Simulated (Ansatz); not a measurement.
# C₂H₃ClFSi radical: a ladder of functionals and wavefunction methods

Aim: compute C₂H₃ClFSi radical with functionals from several rungs and with coupled cluster. The yardstick is the atomisation energy at the CCSD(T) limit.

Method: functionals in def2-TZVPP, the program's frozen cores in correlated methods; program: Ansatz 0.2.0, Gaussian basis.

The runs, in order: LDA (SPW92), PBE-D4, revPBE-D4, BLYP-D4, r2SCAN-D4, B97M-V, PBE0-D4, B3LYP-D4, r2SCANh-D4, r2SCAN0-D4, HSE06-D4, BHLYP-D4, CAM-B3LYP-D4, LC-ωPBE, ωB97X-V, ωB97M-V, B2PLYP, PBE-QIDH; CCSD(T)/def2-SVP; CCSD(T)/def2-TZVPP; MP2/def2-QZVPP; extrapolation to the limit; RPA on PBE.

### Step 1. The geometry

The geometry comes from an earlier relaxation with PBE0-D4 in a triple-zeta def2 set; it is a stationary point, not always the lowest conformer.

8 atoms, charge 0, spin multiplicity 2.

Atoms are counted from 1 here; the program's logs count them from 0.

Bond lengths: C1–C2 1.305 Å, C1–H6 1.082 Å, C2–Si3 1.849 Å, C2–H7 1.091 Å, Si3–F4 1.591 Å, Si3–Cl5 2.041 Å, Si3–H8 1.474 Å. Angles: C2–C1–H6 137.2°, C1–C2–Si3 118.6°, C1–C2–H7 121.3°, Si3–C2–H7 120.1°, C2–Si3–F4 110.2°, C2–Si3–Cl5 110.4°, C2–Si3–H8 111.3°, F4–Si3–Cl5 106.9°, F4–Si3–H8 108.5°, Cl5–Si3–H8 109.3°.

### Step 2. LDA

This LDA is Slater exchange with PW92 correlation.

in.yaml

```yaml
crystal:
  periodic: [false, false, false]
  atoms:
    - {symbol: C, position_ang: [-1.101760, -0.701317, -1.266484]}
    - {symbol: C, position_ang: [-0.005242, -0.822380, -0.570043]}
    - {symbol: Si, position_ang: [0.462688, 0.542021, 0.586642]}
    - {symbol: F, position_ang: [1.852344, 1.181748, 0.149429]}
    - {symbol: Cl, position_ang: [0.711032, -0.181824, 2.478852]}
    - {symbol: H, position_ang: [-1.894080, 0.027177, -1.379292]}
    - {symbol: H, position_ang: [0.625362, -1.708386, -0.655721]}
    - {symbol: H, position_ang: [-0.558244, 1.605762, 0.600817]}
basis:
  gaussian: {orbitals: def2-TZVPP}
magnetization: {spin_polarized: true, initial_magnetization: 1}
hamiltonian: {xc: lda}
output: {orbitals: {seedname: orbitals}}
```

Further steps of the session: PBE-D4 (GGA); revPBE-D4 (GGA); BLYP-D4 (GGA); r2SCAN-D4 (meta-GGA); B97M-V (meta-GGA); PBE0-D4 (hybrid); B3LYP-D4 (hybrid); r2SCANh-D4 (hybrid); r2SCAN0-D4 (hybrid); HSE06-D4 (hybrid); BHLYP-D4 (hybrid); CAM-B3LYP-D4 (range-separated); LC-ωPBE-D4 (range-separated); ωB97X-V (range-separated); ωB97M-V (range-separated); B2PLYP (double hybrid); PBE-QIDH (double hybrid); CCSD(T) in def2-SVP; CCSD(T) in def2-TZVPP; MP2 in def2-QZVPP; RPA on PBE orbitals.

Q: Predict the results of all the runs planned. Wanted: atomisation energy, CCSD(T)/CBS; farthest beyond LDA; mean size of error, GGA; mean size of error, meta-GGA; mean size of error, hybrid; mean size of error, range-separated; mean size of error, double hybrid; gap, smallest and largest; T1 diagnostic.

The runs gave:

| quantity | value |
| --- | --- |
| atomisation energy, CCSD(T)/CBS | 3080.4 kJ/mol |
| functionals within 15.4 kJ/mol (0.5 %) | revPBE-D4, BLYP-D4, PBE0-D4, B3LYP-D4, r2SCANh-D4, HSE06-D4, CAM-B3LYP-D4, LC-ωPBE, ωB97X-V, ωB97M-V, PBE-QIDH |
| farthest beyond LDA | BHLYP-D4 (-96.9 kJ/mol) |
| mean size of error, GGA | 30.1 kJ/mol |
| mean size of error, meta-GGA | 27.3 kJ/mol |
| mean size of error, hybrid | 27.9 kJ/mol |
| mean size of error, range-separated | 6.8 kJ/mol |
| mean size of error, double hybrid | 21.9 kJ/mol |
| gap, smallest and largest | 1.51 eV (LDA (SPW92)), 10.03 eV (LC-ωPBE) |
| T1 diagnostic | 0.0269 |
| triples share of the correlation energy | 3.9 % |

**Reading.** LDA overbinds by 444.8 kJ/mol (14 %). PBE-D4 is off by +72.2 kJ/mol. Double hybrids carry the basis error of their MP2 part in triple zeta, and no dispersion term here, so their miss is partly the set-up's. Taken by rung, range-separated functionals do best (6.8 kJ/mol on average) and GGA ones worst beyond LDA (30.1 kJ/mol). The reference freezes the cores and leaves out relativity and excitations past (T), so misses under about 15.4 kJ/mol can't be ranked. Hartree-Fock recovers 75 % of the binding; the rest is correlation. CCSD(T) in def2-SVP is off by -207.0 kJ/mol, worse than the median functional, from the basis alone. Orbital gaps span 1.5 to 10.0 eV; exact exchange widens them. The UHF reference is spin-contaminated (⟨S²⟩ = 0.92 against 0.75).
